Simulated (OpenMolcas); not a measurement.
**GaCNCl2 (SMILES N#[C][Ga]([Cl])[Cl]) at 6 levels**

Aim: a comparison of 6 runs (HF/3-21G, BLYP/cc-pVDZ, PBE/cc-pVDZ, revPBE/cc-pVDZ, B3LYP/6-31G*, MP2/cc-pVDZ) of GaCNCl2. 

The calculation is run with OpenMolcas 26.06.

### Step 1. The molecule

GaCNCl2 has 5 atoms, charge 0, and is taken as a singlet. SMILES: `N#[C][Ga]([Cl])[Cl]`. The coordinates come from a PBE0-D4/def2-TZVP relaxation.

Bond lengths: N1–C2 1.152 Å, C2–Ga3 1.918 Å, Ga3–Cl4 2.106 Å, Ga3–Cl5 2.106 Å. Angles: N1–C2–Ga3 180.0°, C2–Ga3–Cl4 119.8°, C2–Ga3–Cl5 119.8°, Cl4–Ga3–Cl5 120.5°.

### Step 2. Energy and gradient at HF/3-21G (run 1)

mol.inp reads:

```
&GATEWAY
 BasLib
 $CurrDir
 BasisSet
 N.3-21G....
 N1 0.909600 -1.318100 1.914000 angstrom
 End of Basis
 BasisSet
 C.3-21G....
 C2 0.493500 -0.715000 1.025200 angstrom
 End of Basis
 BasisSet
 Ga.3-21G....
 Ga3 -0.199400 0.288700 -0.455700 angstrom
 End of Basis
 BasisSet
 Cl.3-21G....
 Cl4 -1.735500 -0.526200 -1.643200 angstrom
 Cl5 0.581700 2.197000 -0.881800 angstrom
 End of Basis

&SEWARD

&SCF
 Thresholds
 1e-10 1e-07 1e-07 1e-05
 PrOrbitals
 1

&ALASKA
```

The basis set 3-21G is read from a file made from the Basis Set Exchange's data (not shown).

On the command line:

```
$ export MOLCAS_MEM=1860
$ pymolcas mol.inp > mol.log
```

The log of the run:

```text
--- Start Module: gateway ---
[...]
--- Stop Module: gateway /rc=_RC_ALL_IS_WELL_ ---
[...]
      Basis functions           66
[...]
--- Start Module: scf ---
[...]
       Convergence after  14 Iterations
[...]
::    Total SCF energy                              -2920.3782989199
[...]
      Total spin, S                                     0.0000000000
[...]
      Total electronic charge=   78.000000
      Total            charge=   -0.000000
[...]
      Dipole Moment (debye):
      Origin of the operator (angstrom)=   -0.2149    0.3111   -0.4889
                   X= -2.4441E-01               Y=  3.5523E-01               Z= -5.2218E-01           Total=  6.7719E-01
      Quadrupole Moment (debye*angstrom):
[...]
--- Stop Module: scf /rc=_RC_ALL_IS_WELL_ ---
[...]
--- Start Module: alaska ---
[...]
 *              Molecular gradients               *
 **************************************************
  Irreducible representation: a
 ------------------------------------------------------------------------------------------
                              X                       Y                       Z
 ------------------------------------------------------------------------------------------
  N1                8.59698514253715E-03   -1.24755136369394E-02    1.83453123494814E-02
  C2               -6.59019824136120E-03    9.57953412581958E-03   -1.40468535275491E-02
  GA3              -1.38567945667862E-02    2.01386651180187E-02   -2.96805534476050E-02
  CL4               2.38912783891791E-02    1.25066750440581E-02    1.85849717959172E-02
  CL5              -1.20412707235218E-02   -2.97493606508610E-02    6.79712282973277E-03
 ------------------------------------------------------------------------------------------
--- Stop Module: alaska /rc=_RC_ALL_IS_WELL_ ---
[...]
```

Wall time 6 s (1 thread of Intel Xeon Platinum 8259CL at 2.50GHz (Skylake/Cascade Lake), shared host); peak memory 0.41 GiB.

### Step 3. Energy and forces at BLYP/cc-pVDZ (run 2)

test.input reads:

```
&GATEWAY
  BasLib
  $CurrDir
  Coord
  5
  angstrom
  N        0.909600      -1.318100       1.914000
  C        0.493500      -0.715000       1.025200
  Ga      -0.199400       0.288700      -0.455700
  Cl      -1.735500      -0.526200      -1.643200
  Cl       0.581700       2.197000      -0.881800
  Basis
  cc-pVDZ
  Group
  NoSym

&SEWARD
  GridInput
  Grid=UltraFine
  End of Grid

&SCF
  KSDFT
  BLYP
  Thresholds
  1e-10 1e-07 1e-07 1e-05
  PrOrbitals
  0

&ALASKA
```

The basis set cc-pVDZ is read from a file made from the Basis Set Exchange's data (not shown).

On the command line:

```
$ export MOLCAS_MEM=1860
$ pymolcas test.input > test.log
```

The log of the run:

```text
--- Start Module: gateway ---
[...]
--- Stop Module: gateway /rc=_RC_ALL_IS_WELL_ ---
[...]
      Basis functions           91
[...]
--- Start Module: scf ---
[...]
       Convergence after  17 Iterations
[...]
::    Total KS-DFT energy                           -2938.2262390699
[...]
      Total spin, S                                     0.0000000000
[...]
      Total electronic charge=   78.000000
      Total            charge=   -0.000000
[...]
      Dipole Moment (debye):
      Origin of the operator (angstrom)=   -0.2149    0.3111   -0.4889
                   X= -6.5008E-01               Y=  9.4284E-01               Z= -1.3892E+00           Total=  1.8004E+00
      Quadrupole Moment (debye*angstrom):
[...]
--- Stop Module: scf /rc=_RC_ALL_IS_WELL_ ---
[...]
--- Start Module: alaska ---
[...]
 *              Molecular gradients               *
 **************************************************
  Irreducible representation: a
 ------------------------------------------------------------------------------------------
                              X                       Y                       Z
 ------------------------------------------------------------------------------------------
  N1               -2.12209177585390E-02    3.07515297012877E-02   -4.53340096430992E-02
  C2                1.80949477472571E-02   -2.62190596736849E-02    3.86557074814176E-02
  GA3              -3.84737807809188E-03    5.63157540730863E-03   -8.26963752278331E-03
  CL4               1.40119714633613E-02    7.29821134848763E-03    1.09250028025052E-02
  CL5              -7.03862337411465E-03   -1.74622567835172E-02    4.02293688193112E-03
 ------------------------------------------------------------------------------------------
--- Stop Module: alaska /rc=_RC_ALL_IS_WELL_ ---
[...]
```

Run time: 41 s. Hardware: 1 thread of Intel Xeon Platinum 8259CL at 2.50GHz (Skylake/Cascade Lake), shared host; peak memory 0.5 GiB.

### Step 4. Energy and forces at PBE/cc-pVDZ (run 3)

calc.input reads:

```
* CCl2GaN Kohn-Sham DFT
&GATEWAY
BasLib=$CurrDir
BasisSet
N.cc-pVDZ....
N1 0.909600 -1.318100 1.914000 angstrom
End of Basis
BasisSet
C.cc-pVDZ....
C2 0.493500 -0.715000 1.025200 angstrom
End of Basis
BasisSet
Ga.cc-pVDZ....
Ga3 -0.199400 0.288700 -0.455700 angstrom
End of Basis
BasisSet
Cl.cc-pVDZ....
Cl4 -1.735500 -0.526200 -1.643200 angstrom
Cl5 0.581700 2.197000 -0.881800 angstrom
End of Basis
&SEWARD
GridInput
Grid=UltraFine
End of Grid
&SCF
KSDFT=PBE
Thresholds=1e-10 1e-07 1e-07 1e-05
PrOrbitals=1 1
&ALASKA
```

The basis set cc-pVDZ is read from a file made from the Basis Set Exchange's data (not shown).

On the command line:

```
$ export MOLCAS_MEM=1860
$ pymolcas calc.input > calc.log
```

The log of the run:

```text
--- Start Module: gateway ---
[...]
--- Stop Module: gateway /rc=_RC_ALL_IS_WELL_ ---
[...]
      Basis functions           91
[...]
--- Start Module: scf ---
[...]
       Convergence after  16 Iterations
[...]
::    Total KS-DFT energy                           -2937.4092613592
[...]
      Total spin, S                                     0.0000000000
[...]
      Total electronic charge=   78.000000
      Total            charge=   -0.000000
[...]
      Dipole Moment (debye):
      Origin of the operator (angstrom)=   -0.2149    0.3111   -0.4889
                   X= -6.3535E-01               Y=  9.2152E-01               Z= -1.3578E+00           Total=  1.7597E+00
      Quadrupole Moment (debye*angstrom):
[...]
--- Stop Module: scf /rc=_RC_ALL_IS_WELL_ ---
[...]
--- Start Module: alaska ---
[...]
 *              Molecular gradients               *
 **************************************************
  Irreducible representation: a
 ------------------------------------------------------------------------------------------
                              X                       Y                       Z
 ------------------------------------------------------------------------------------------
  N1               -2.13952687828467E-02    3.10047485483302E-02   -4.57066083246040E-02
  C2                1.97364143303665E-02   -2.85966078199464E-02    4.21632558417391E-02
  GA3              -3.00188641904420E-03    4.40591448690153E-03   -6.46155813058336E-03
  CL4               9.09812603566706E-03    4.55751352615152E-03    7.21866482458111E-03
  CL5              -4.43738516417724E-03   -1.13715687412395E-02    2.78624578882791E-03
 ------------------------------------------------------------------------------------------
--- Stop Module: alaska /rc=_RC_ALL_IS_WELL_ ---
[...]
```

It took 39 s on 1 thread of Intel Xeon Platinum 8259CL at 2.50GHz (Skylake/Cascade Lake), shared host; peak memory 0.5 GiB.

Runs 4 to 5 aren't shown in full; the table further down has their settings and results.

### Step 5. A single-point energy at MP2/cc-pVDZ (run 6)

run.inp reads:

```
>>> EXPORT MOLCAS_PRINT=2
&GATEWAY
BASLIB=$CurrDir
BASISSET
N.cc-pVDZ....
N1 0.909600 -1.318100 1.914000 angstrom
End of Basis
BASISSET
C.cc-pVDZ....
C2 0.493500 -0.715000 1.025200 angstrom
End of Basis
BASISSET
Ga.cc-pVDZ....
Ga3 -0.199400 0.288700 -0.455700 angstrom
End of Basis
BASISSET
Cl.cc-pVDZ....
Cl4 -1.735500 -0.526200 -1.643200 angstrom
Cl5 0.581700 2.197000 -0.881800 angstrom
End of Basis
&SEWARD
&SCF
THRESHOLDS=1e-10 1e-07 1e-07 1e-05
PRORBITALS=1 2
&MBPT2
FROZEN=21
```

The basis set cc-pVDZ is read from a file made from the Basis Set Exchange's data (not shown).

On the command line:

```
$ export MOLCAS_MEM=1860
$ pymolcas run.inp > run.log
```

The log of the run:

```text
--- Start Module: gateway ---
[...]
--- Stop Module: gateway /rc=_RC_ALL_IS_WELL_ ---
[...]
      Basis functions           91
[...]
--- Start Module: scf ---
[...]
       Convergence after  14 Iterations
[...]
::    Total SCF energy                              -2934.6711448585
[...]
      Total spin, S                                     0.0000000000
[...]
      Total electronic charge=   78.000000
      Total            charge=   -0.000000
[...]
      Dipole Moment (debye):
      Origin of the operator (angstrom)=   -0.2149    0.3111   -0.4889
                   X= -6.4881E-01               Y=  9.4127E-01               Z= -1.3865E+00           Total=  1.7970E+00
      Quadrupole Moment (debye*angstrom):
[...]
--- Stop Module: scf /rc=_RC_ALL_IS_WELL_ ---
[...]
--- Start Module: mbpt2 ---
[...]
WARNING!
Default frozen orbitals as non valence orbitals is overwritten by user input.
Default values:  26
[...]
       Reference weight ( Cref**2 )         =        0.80489
::    Total MBPT2 energy                            -2935.2839635215
[...]
      Total MBPT2 calculations                           0.46      0.52
--- Stop Module: mbpt2 /rc=_RC_ALL_IS_WELL_ ---
[...]
```

It took 11 s on 1 thread of Intel Xeon Platinum 8259CL at 2.50GHz (Skylake/Cascade Lake), shared host; peak memory 0.5 GiB.

### Step 6. Overview of the runs

```
run                               level  integration grid      task   energy (Eh)  dipole moment (D) of the reference  HOMO energy (eV)  LUMO energy (eV)  wall time
  1                            HF/3-21G                 –  gradient  -2920.378299                                0.68            -13.28              0.22        6 s
  2                        BLYP/cc-pVDZ         UltraFine  gradient  -2938.226239                                1.80             -8.05             -3.11       41 s
  3                         PBE/cc-pVDZ         UltraFine  gradient  -2937.409261                                1.76             -8.27             -3.26       39 s
  4                      revPBE/cc-pVDZ         UltraFine  gradient  -2937.851817                                1.74             -8.23             -3.16       39 s
  5  B3LYP/6-31G* (spherical functions)         UltraFine  gradient  -2937.959027                                1.76             -9.46             -2.82       42 s
  6                         MP2/cc-pVDZ                 –    energy  -2935.283964                                1.80            -13.12              0.53       11 s
```

### Step 7. Summary of results

| quantity | value |
| --- | --- |
| run 6: total energy | -2935.28396 Eh |
| run 6: dipole moment (mean-field density) | 1.80 D |
| run 6: HOMO energy (Hartree–Fock orbitals) | -13.12 eV |
| run 6: LUMO energy (Hartree–Fock orbitals) | 0.53 eV |
| run 6: HOMO–LUMO gap (Hartree–Fock orbitals) | 13.65 eV |
| run 6: correlation energy (21 core orbitals frozen) | -612.8 mEh |

What this shows: Over runs 1, 2, 3, 4, 5 the dipole moment (its size) runs from 0.68 D (HF/3-21G) to 1.80 D (BLYP/cc-pVDZ). The two ends differ in method and basis. Over runs 1, 2, 3, 4, 5 the HOMO–LUMO gap runs from 4.93 eV (BLYP/cc-pVDZ) to 13.49 eV (HF/3-21G). Totals of different functionals can't be ranked against each other. All runs together took 3 min, the longest 42 s.
